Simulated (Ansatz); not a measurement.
# Co3O4: the cost of one run

All numbers are computed with the Python package of Ansatz 0.2.0. Level of theory: DFT LDA, plane waves, PAW.

The COD entry's cell or inner coordinates are ideal or old and differ from later refinements, so a difference from it is no clean test against experiment.

**1. Starting point**

Symmetry: Fd-3m, No. 227, cubic system. The conventional cell has a = 8.065 Å, b = 8.065 Å, c = 8.065 Å, α = 90.00°, β = 90.00°, γ = 90.00°. Around Co (site symmetry -3m) lie 6 O at 1.92 Å. Around Co (site symmetry -43m) lie 4 O at 1.93 Å. O (site symmetry 3m) is surrounded by 4 Co at 1.92 to 1.93 Å.

No structure file is read: the coordinates are typed or built in the script.

**2. The script**

File co3o4.py:

```python
"""Variable-cell relaxation of Co3O4."""

import warnings

import ansatz as az
from ase import Atoms
from ase.data import atomic_numbers
from ase.io import write
from ase.neighborlist import neighbor_list
import numpy as np
import spglib

def edges_and_angles(cell):
    cell = np.asarray(cell)
    a, b, c = np.linalg.norm(cell, axis=1)
    cosines = cell[1] @ cell[2] / (b * c), cell[0] @ cell[2] / (a * c), cell[0] @ cell[1] / (a * b)
    return (a, b, c, *np.degrees(np.arccos(cosines)))

warnings.simplefilter("ignore", az.DeckWarning)

lattice = az.Lattice.of(
    (0.0, 4.0325, 4.0325),
    (4.0325, 0.0, 4.0325),
    (4.0325, 4.0325, 0.0),
)
sites = [
    ("Co", (0.625, 0.625, 0.625)),
    ("Co", (0.125, 0.625, 0.625)),
    ("Co", (0.625, 0.625, 0.125)),
    ("Co", (0.625, 0.125, 0.625)),
    ("Co", (0.0, 0.0, 0.0)),
    ("Co", (0.25, 0.25, 0.25)),
    ("O", (0.388, 0.388, 0.388)),
    ("O", (0.414, 0.862, 0.862)),
    ("O", (0.388, 0.388, 0.836)),
    ("O", (0.862, 0.414, 0.862)),
    ("O", (0.836, 0.388, 0.388)),
    ("O", (0.862, 0.862, 0.862)),
    ("O", (0.388, 0.836, 0.388)),
    ("O", (0.862, 0.862, 0.414)),
]
co3o4 = az.Crystal(lattice=lattice)
for symbol, position in sites:
    co3o4 = co3o4.atom(symbol, position)
co3o4 = co3o4.moments(Co=3.2)

# every cell quantity that the symmetry leaves free
setup = (
    co3o4.calculation()
    .occupations(az.OccupationsMethod.FERMI_DIRAC, width=0.05)  # fractional filling near the Fermi level
    .spin(az.SpinTreatment.COLLINEAR)
    .kpoints(7, 7, 7, center="gamma")
    .functional(az.Functional.LDA)
    .relax(cell=True, stress_tolerance=0.05)  # relax until the tolerances are met
)
steps = []


def collect(event):
    if event["event"] == "relax_step":
        steps.append(event["data"])


res = setup.session().plan().execute(on_event=collect)
report = res.report
for s in steps:
    flag = "" if s["accepted"] else "  (rejected)"
    print("step %2d  E = %.5f eV  largest force component = %.4f eV/A%s" % (s["step"], s["lagrangian_ev"], s["allowed_force_max_ev_ang"], flag))

first, last = steps[0], steps[-1]
symbols = [site.symbol for site in res.lattice.sites]
print(f"energy gained {first['lagrangian_ev'] - last['lagrangian_ev']:.4f} eV in {len(steps) - 1} steps")
for label, vectors in (("before", first["cell_ang"]), ("after", res.lattice.cell_ang)):
    print(label, "a b c (A) {:.4f} {:.4f} {:.4f}  angles {:.2f} {:.2f} {:.2f}".format(*edges_and_angles(vectors)), f" V = {abs(np.linalg.det(vectors)):.3f} A^3")
print("final stress xx yy zz (GPa, compression positive):", np.round(np.diag(report["stress_gpa"]), 3) + 0.0)

final = Atoms(symbols, positions=last["positions_ang"], cell=res.lattice.cell_ang, pbc=True)
i, j, d = neighbor_list("ijd", final, 4.5)
print("neighbours within 1.1 times the shortest distance of each atom (A)")
for atom in range(len(final)):
    near = [m for m in np.argsort(d) if i[m] == atom]
    shell = [m for m in near if d[m] < 1.1 * d[near[0]]]
    print(f"{symbols[atom]}{atom} ({len(shell)}):", ", ".join(f"{symbols[j[m]]} {d[m]:.3f}" for m in shell))

relaxed = Atoms(symbols, positions=[site.position_ang for site in res.lattice.sites], cell=res.lattice.cell_ang, pbc=True)
write("relaxed.vasp", relaxed, format="vasp")

print("atom   start x y z (A)              end x y z (A)")
for symbol, a, b in zip(symbols, first["positions_ang"], last["positions_ang"]):
    print(f"{symbol:3s}", " ".join(f"{v:8.4f}" for v in a), "  ", " ".join(f"{v:8.4f}" for v in b))

fractions = [site.position_frac for site in res.lattice.sites]
numbers = [atomic_numbers[s] for s in symbols]
for tolerance in (1e-3, 1e-2, 1e-1):
    print(f"space group at {tolerance} A:", spglib.get_spacegroup((res.lattice.cell_ang, fractions, numbers), symprec=tolerance))

print("%-22s %14.5f eV" % ("F = E - TS", report["free_energy_ev"]))
print("%-22s %14.5f eV" % ("E", report["internal_energy_ev"]))
print("%-22s %14.5f eV" % ("Harris-Foulkes", report["harris_foulkes_ev"]))
print("%-22s %14.5f eV" % ("Fermi level", report["fermi_energy_ev"]))
```

**3. Launch**

Run with:

```bash
python co3o4.py
```

Q: Estimate wall time and peak memory on 1 thread of Arm Neoverse V2, shared host.

About 6.6 min, with a peak of 0.85 GiB.
